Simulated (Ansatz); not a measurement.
# ZrHCl4: the cost of one run

Program: Ansatz 0.2.0. Level of theory: DFT PBE, scalar-relativistic, plane waves, PAW. These are calculated values, not measurements.

1 further run of the same task is left out (set aside as unsound or not needed).

**1. The starting structure**

Symmetry: P4/mmm, No. 123, tetragonal system. The conventional cell has a = 5.101 Å, b = 5.101 Å, c = 8.783 Å, α = 90.00°, β = 90.00°, γ = 90.00°. Zr (site symmetry 4/mmm) is surrounded by 6 Cl at 2.37 to 2.55 Å. H (site symmetry 4/mmm) has 8 Cl at 4.14 Å as nearest neighbours. Cl (site symmetry mmm) has 2 Zr at 2.55 Å as nearest neighbours. Cl (site symmetry 4mm) has 1 Zr at 2.37 Å as nearest neighbours.

As a file:

```
CELL_PARAMETERS angstrom
5.10139 0.00000 0.00000
0.00000 5.10139 0.00000
0.00000 0.00000 8.78293
ATOMIC_POSITIONS crystal
Zr 0.00000 0.00000 0.00000
H 0.50000 0.50000 0.50000
Cl 0.50000 0.00000 0.00000
Cl 0.00000 0.50000 0.00000
Cl 0.00000 0.00000 0.26963
Cl 0.00000 0.00000 0.73037
```

It is the end of an earlier relaxation with the same method, from a database cell with other species swapped in; it is a trial structure. At a tolerance of 0.02 Å it has space group P4/mmm (No. 123); it has 38.09 Å³/atom, an uncorrected energy of -1.06 eV/atom over the elements.

**2. Bands, states and charges**

Contents of input.yaml:

```yaml
crystal:
  lattice:
    - [5.1013867303, 0.0, 0.0]
    - [0.0, 5.1013867303, 0.0]
    - [0.0, 0.0, 8.7829309212]
  atoms:
    - { symbol: Zr, position: [0.0, 0.0, 0.0] }
    - { symbol: H, position: [0.5, 0.5, 0.5], spin: 1.06 }
    - { symbol: Cl, position: [0.5, 0.0, 0.0] }
    - { symbol: Cl, position: [0.0, 0.5, 0.0] }
    - { symbol: Cl, position: [0.0, 0.0, 0.2696277872] }
    - { symbol: Cl, position: [0.0, 0.0, 0.7303722128] }
basis:
  ecutwfc: 420
kpoints:
  mp_grid: { grid: [8, 8, 6] }
  band_path:
    path:
      - [[0.0, 0.0, 0.0], [0.0, 0.5, 0.0], [0.5, 0.5, 0.0], [0.0, 0.0, 0.0], [0.0, 0.0, 0.5], [0.0, 0.5, 0.5], [0.5, 0.5, 0.5], [0.0, 0.0, 0.5]]
      - [[0.0, 0.5, 0.0], [0.0, 0.5, 0.5]]
      - [[0.5, 0.5, 0.0], [0.5, 0.5, 0.5]]
    npoints: 14
hamiltonian:
  xc: pbe
scf:
  occupations: { method: gaussian, width: 0.1 }
  n_extra_bands: 15
output:
  forces: true
  stress: true
  eigenvalues: true
  populations: true
  dos: { projected: true, de: 0.02, nscf_kmesh: { grid: [12, 12, 9] } }
  bader: true
  write_density: true
  write_potential: true
  elf: true
  volumetric_format: npy
magnetization:
  spin_polarized: true
checkpoint:
  read: start.run
  write: ck
  compress: false
  write_wavefunctions: false
  write_every: 100000
```

Launch:

```bash
$ ansatz run input.yaml --threads 1 --pin off --max-ram 2560MiB --backend cpu --events-out ev --progress --plain --runs-dir out
```

What time and memory should one allow on 1 thread of Arm Neoverse V2, shared host?

About 3 min, with a peak of 1.2 GiB.
